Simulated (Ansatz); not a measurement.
# MgNi3C: properties at the relaxed cell

This session takes MgNi3C and sets out to fit an equation of state.

Program: Ansatz 0.2.0. Level of theory: DFT r2SCAN, scalar-relativistic, plane waves, PAW. These are calculated values, not measurements.

## (1) The starting structure

The structure is cubic, space group Pm-3m (No. 221). Conventional cell: a = 3.783 Å, b = 3.783 Å, c = 3.783 Å, α = 90.00°, β = 90.00°, γ = 90.00°. Mg (site symmetry m-3m) has 12 Ni at 2.68 Å as nearest neighbours. Ni (site symmetry 4/mmm) has 2 C at 1.89 Å as nearest neighbours. C (site symmetry m-3m) is surrounded by 6 Ni at 1.89 Å.

Structure file:

```cif
data_structure
_symmetry_space_group_name_H-M 'P 1'
_symmetry_Int_Tables_number 1
_cell_length_a 3.7833
_cell_length_b 3.7833
_cell_length_c 3.7833
_cell_angle_alpha 90.000
_cell_angle_beta 90.000
_cell_angle_gamma 90.000
_cell_volume 54.15
loop_
_atom_site_label
_atom_site_type_symbol
_atom_site_fract_x
_atom_site_fract_y
_atom_site_fract_z
_atom_site_occupancy
Mg1 Mg 0.00000 0.00000 0.00000 1
Ni1 Ni 0.00000 0.50000 0.50000 1
Ni2 Ni 0.50000 0.00000 0.50000 1
Ni3 Ni 0.50000 0.50000 0.00000 1
C1 C 0.50000 0.50000 0.50000 1
```

It is the result of an earlier relaxation at this level (volume 10.83 Å³/atom; gap on the mesh: none (metal), site moments up to 0.1 μB).

## (2) Volume × 0.97

Contents of input.yaml:

```yaml
crystal:
  lattice:
    - [3.7450923146, 0.0, 0.0]
    - [0.0, 3.7450923146, 0.0]
    - [0.0, 0.0, 3.7450923146]
  atoms:
    - { symbol: Mg, position: [0.0, 0.0, 0.0] }
    - { symbol: Ni, position: [0.0, 0.5, 0.5], spin: 0.15 }
    - { symbol: Ni, position: [0.5, 0.0, 0.5], spin: 0.15 }
    - { symbol: Ni, position: [0.5, 0.5, 0.0], spin: 0.15 }
    - { symbol: C, position: [0.5, 0.5, 0.5] }
basis:
  ecutwfc: 500
kpoints:
  mp_grid: { grid: [10, 10, 10] }
hamiltonian:
  xc: r2scan
scf:
  occupations: { method: gaussian, width: 0.1 }
output:
  forces: true
  stress: true
  eigenvalues: true
  populations: true
  write_density: true
  write_potential: true
  elf: true
  volumetric_format: npy
magnetization:
  spin_polarized: true
```

The run is started by

```bash
$ ansatz run input.yaml --threads 2 --pin off --max-ram 5120MiB --backend cpu --events-out ev --progress --plain --runs-dir out
```

## (3) The cell scaled to 1.03 of its volume

Changes to input.yaml since step 2:

```diff
@@ -2,5 +2,5 @@
   lattice:
-    - [3.7450923146, 0.0, 0.0]
-    - [0.0, 3.7450923146, 0.0]
-    - [0.0, 0.0, 3.7450923146]
+    - [3.8207711348, 0.0, 0.0]
+    - [0.0, 3.8207711348, 0.0]
+    - [0.0, 0.0, 3.8207711348]
   atoms:
```

## (4) The cell scaled to 0.94 of its volume

Changes to input.yaml since step 3:

```diff
@@ -2,5 +2,5 @@
   lattice:
-    - [3.8207711348, 0.0, 0.0]
-    - [0.0, 3.8207711348, 0.0]
-    - [0.0, 0.0, 3.8207711348]
+    - [3.7060780991, 0.0, 0.0]
+    - [0.0, 3.7060780991, 0.0]
+    - [0.0, 0.0, 3.7060780991]
   atoms:
@@ -24,6 +24,2 @@
   populations: true
-  write_density: true
-  write_potential: true
-  elf: true
-  volumetric_format: npy
 magnetization:
```

## (5) Point at V/V0 = 1.06

Changes to input.yaml since step 4:

```diff
@@ -2,5 +2,5 @@
   lattice:
-    - [3.7060780991, 0.0, 0.0]
-    - [0.0, 3.7060780991, 0.0]
-    - [0.0, 0.0, 3.7060780991]
+    - [3.8575115726, 0.0, 0.0]
+    - [0.0, 3.8575115726, 0.0]
+    - [0.0, 0.0, 3.8575115726]
   atoms:
```

## (6) Volume × 0.91

Changes to input.yaml since step 5:

```diff
@@ -2,5 +2,5 @@
   lattice:
-    - [3.8575115726, 0.0, 0.0]
-    - [0.0, 3.8575115726, 0.0]
-    - [0.0, 0.0, 3.8575115726]
+    - [3.6662247083, 0.0, 0.0]
+    - [0.0, 3.6662247083, 0.0]
+    - [0.0, 0.0, 3.6662247083]
   atoms:
@@ -24,2 +24,6 @@
   populations: true
+  write_density: true
+  write_potential: true
+  elf: true
+  volumetric_format: npy
 magnetization:
```

## (7) Volume × 1.10

Changes to input.yaml since step 6:

```diff
@@ -2,5 +2,5 @@
   lattice:
-    - [3.6662247083, 0.0, 0.0]
-    - [0.0, 3.6662247083, 0.0]
-    - [0.0, 0.0, 3.6662247083]
+    - [3.9054358714, 0.0, 0.0]
+    - [0.0, 3.9054358714, 0.0]
+    - [0.0, 0.0, 3.9054358714]
   atoms:
```

## (8) Point at V/V0 = 0.88

Changes to input.yaml since step 7:

```diff
@@ -2,5 +2,5 @@
   lattice:
-    - [3.9054358714, 0.0, 0.0]
-    - [0.0, 3.9054358714, 0.0]
-    - [0.0, 0.0, 3.9054358714]
+    - [3.6254855062, 0.0, 0.0]
+    - [0.0, 3.6254855062, 0.0]
+    - [0.0, 0.0, 3.6254855062]
   atoms:
@@ -24,6 +24,2 @@
   populations: true
-  write_density: true
-  write_potential: true
-  elf: true
-  volumetric_format: npy
 magnetization:
```

(Steps that only read results are left out.)

What does the calculation give? Wanted: equilibrium volume of the fit; bulk modulus.

The runs gave:

| quantity | value |
| --- | --- |
| equilibrium volume of the fit | 10.83 Å³/atom |
| bulk modulus | 188 GPa |
| its pressure derivative | 4.4 |

What this shows: The fit puts the minimum at 10.83 Å³/atom with B = 188 GPa and B' = 4.4. The magnetic state reached may not be the lowest one. The small moment in this metal comes from r2SCAN alone, which enlarges such moments; no other functional was run here.
